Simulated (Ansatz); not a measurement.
The system is HPbNO4.

```
CELL_PARAMETERS angstrom
6.85877 0.00000 0.00000
0.00000 4.22865 0.00000
-3.39101 0.00000 7.27459
ATOMIC_POSITIONS crystal
H 0.22549 0.75000 0.50730
H 0.77451 0.25000 0.49270
Pb 0.30229 0.25000 0.28494
Pb 0.69771 0.75000 0.71506
N 0.21484 0.75000 0.83567
N 0.78516 0.25000 0.16433
O 0.33078 0.75000 0.45338
O 0.40909 0.75000 0.86901
O 0.15508 0.75000 0.96537
O 0.07083 0.75000 0.66955
O 0.66922 0.25000 0.54661
O 0.59091 0.25000 0.13099
O 0.84492 0.25000 0.03463
O 0.92917 0.25000 0.33045
```

The cell was built by a generator and needn't be a form met in nature.

| Item | Value |
| --- | --- |
| Program | Ansatz 0.2.0 |
| Task | relaxation of cell and atoms |
| Functional | r2SCAN |
| Dispersion | rVV10 |
| Potentials or basis | Ansatz PAW |
| Cutoff | 500 eV (not typed: the program's choice for these potentials) |
| k mesh | 3 × 5 × 3 |
| Occupations | fermi-dirac, width 0.05 eV |
| Spin | no spin polarisation |

At the start: volume 15.07 Å³/atom.

Problem. Where does the relaxation end?

Solution. It ends after 10 steps and the volume is 13.77 Å³/atom (-8.6 %); space group P2_1/m (No. 11, to 0.05 Å).

The path:
```tsv
step	energy change (eV)	largest force (eV/Å)	volume (Å³)
1	0.0000	0.5969	210.99
2	-0.0611	0.4693	185.69
3	-0.1665	0.1134	196.13
4	-0.1761	0.1126	194.64
5	-0.1809	0.0786	193.00
6	-0.1820	0.0248	192.76
7	-0.1821	0.0343	192.82
8	-0.1821	0.0308	192.77
9	-0.1822	0.0058	192.81
10	-0.1730	0.0052	192.81
```

Final structure:
```cif
data_structure
_symmetry_space_group_name_H-M 'P 1'
_symmetry_Int_Tables_number 1
_cell_length_a 6.7872
_cell_length_b 4.0293
_cell_length_c 7.9434
_cell_angle_alpha 90.000
_cell_angle_beta 117.427
_cell_angle_gamma 90.000
_cell_volume 192.81
loop_
_atom_site_label
_atom_site_type_symbol
_atom_site_fract_x
_atom_site_fract_y
_atom_site_fract_z
_atom_site_occupancy
H1 H 0.21866 0.75000 0.50723 1
H2 H 0.78134 0.25000 0.49277 1
Pb1 Pb 0.29428 0.25000 0.27762 1
Pb2 Pb 0.70572 0.75000 0.72238 1
N1 N 0.22576 0.75000 0.83788 1
N2 N 0.77424 0.25000 0.16212 1
O1 O 0.32660 0.75000 0.45790 1
O2 O 0.42090 0.75000 0.86912 1
O3 O 0.17622 0.75000 0.97299 1
O4 O 0.06972 0.75000 0.66929 1
O5 O 0.67340 0.25000 0.54210 1
O6 O 0.57910 0.25000 0.13088 1
O7 O 0.82378 0.25000 0.02701 1
O8 O 0.93028 0.25000 0.33071 1
```

Caveat: the plane-wave basis is chosen anew once the cell has moved, so the energies of steps on either side of that aren't comparable; the PAW data sets come from PBE, with cores solved anew for the run's functional, which leaves a small shift of forces and pressure.
